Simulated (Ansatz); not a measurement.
Run this with Ansatz 0.2.0 through its Python package and show what comes out.

The script, `run_energy.py`:
```python
# -*- coding: utf-8 -*-
"""Single point of C2H6GeN2."""

from pathlib import Path

import ansatz
from ase import Atoms
import numpy as np

atoms = Atoms(["C", "N", "Ge", "C", "N", "H", "H", "H", "H", "H", "H"], positions=[
    (-1.479, -0.4732, 0.0095),
    (-0.4307, -0.3533, -0.9989),
    (0.8911, 0.8138, -0.3702),
    (1.7907, 0.0351, 1.1046),
    (2.3394, -0.4409, 2.0052),
    (-2.2621, -1.1697, -0.357),
    (-1.9539, 0.5151, 0.1894),
    (-1.0694, -0.8738, 0.9628),
    (0.0182, -1.2914, -1.1076),
    (1.9135, 1.0857, -1.5027),
    (0.2421, 2.1527, 0.0648),
])
molecule = ansatz.Crystal.molecule_from_ase(atoms)

setup = (
    molecule.calculation()
    .basis(gaussian="6-31G*")  # atom-centred Gaussian functions
    .correlation("mp2")  # correlation on top of the mean field
    .forces()  # eV per angstrom
    .orbitals()
)
outcome = setup.run(runs_dir="out")
report = outcome.report

for key in ("converged", "free_energy_ev", "reference_energy_ev", "n_frozen", "n_occupied", "n_virtual"):
    print(f"{key:22s} {report[key]}")

print("correlation energy", round(report["free_energy_ev"] - report["reference_energy_ev"], 5), "eV")
cluster = report["correlation"].get("coupled_cluster")
if cluster:
    print("cycles", cluster["cycles"], " T1 diagnostic", round(cluster["t1_diagnostic"], 4), " largest double", round(cluster["largest_double"], 4))

field = report["mean_field"]
print("<S^2> =", round(abs(field["state"]["spin_squared"]), 4), " all-electron relativity setting:", field["relativity"])
print("passes:", field["passes"])
if "symmetry" in field:
    print("occupied orbitals by irrep:", field["symmetry"]["occupied"])

symbols = [site.symbol for site in molecule.cartesian_sites]
print("forces (eV/A)")
for symbol, f in zip(symbols, report["forces_ev_ang"]):
    print(f"  {symbol:2s} {f[0]:9.4f} {f[1]:9.4f} {f[2]:9.4f}")

charges = report["charge_distribution"]
print("dipole moment", round(4.803205 * float(np.linalg.norm(charges["dipole_moment_e_ang"])), 3), "D")
print("Mulliken:", [(s, round(q, 3)) for s, q in zip(symbols, charges["mulliken_charges_e"])])

lines = Path(report["orbitals_path"]).read_text().splitlines()
field_of = lambda key: [line.split("=")[1].strip() for line in lines if line.startswith(key)]
orbitals = [(27.211386 * float(e), s, float(n)) for e, s, n in zip(field_of("Ene="), field_of("Spin="), field_of("Occup="))]
homo = max(e for e, _, n in orbitals if n > 0.5)
lumo = min(e for e, _, n in orbitals if n < 0.5)
print(f"HOMO {homo:.3f} eV, LUMO {lumo:.3f} eV, gap {lumo - homo:.3f} eV")
```

`python run_energy.py` gives:
```text
converged              True
free_energy_ev         -61607.04055892101
reference_energy_ev    -61584.37121650046
n_frozen               13
n_occupied             [19, 19]
n_virtual              [75, 75]
correlation energy -22.66934 eV
<S^2> = 0.0  all-electron relativity setting: none
passes: {'evaluations': 13, 'products': 48}
occupied orbitals by irrep: [{'A': 32}, {'A': 32}]
forces (eV/A)
  C    -0.6801   -0.4382    0.5583
  N     1.1681   -0.1854    0.0231
  Ge   -0.4187    0.4851   -1.3874
  C    -1.1383    1.1599   -1.8405
  N     1.4728   -1.3457    2.4419
  H     0.3153    0.3709    0.2398
  H     0.2892   -0.5707   -0.0829
  H    -0.5667    0.2144   -0.1358
  H    -0.4361    0.8190   -0.1454
  H    -0.0492   -0.1612    0.2678
  H     0.0436   -0.3481    0.0610
dipole moment 2.296 D
Mulliken: [('C', -0.336), ('N', -0.685), ('Ge', 0.267), ('C', 0.104), ('N', -0.249), ('H', 0.176), ('H', 0.18), ('H', 0.161), ('H', 0.343), ('H', 0.019), ('H', 0.019)]
HOMO -10.952 eV, LUMO 2.841 eV, gap 13.794 eV
```

Notes:
- Total energies depend on the basis set; only differences at equal settings carry meaning.
- The geometry is a force-field or estimated start, not a minimum of this method, and the basis set is short of its limit.
- Levels such as HOMO and LUMO are orbital energies: in Hartree-Fock the gap is too wide and the LUMO hangs on the basis.
- Inner cores stay frozen; a filled d shell under the valence of the heavier atoms is correlated with it.
- S² is that of the Hartree-Fock reference.
- Timing: 6 s on 1 thread of Arm Neoverse V2, with other jobs on the host, peak memory 0.32 GiB.

(A comment or docstring line of the script was reworded after the run, the code is as it ran; lines on the test bed's own set-up are left out of the output.)
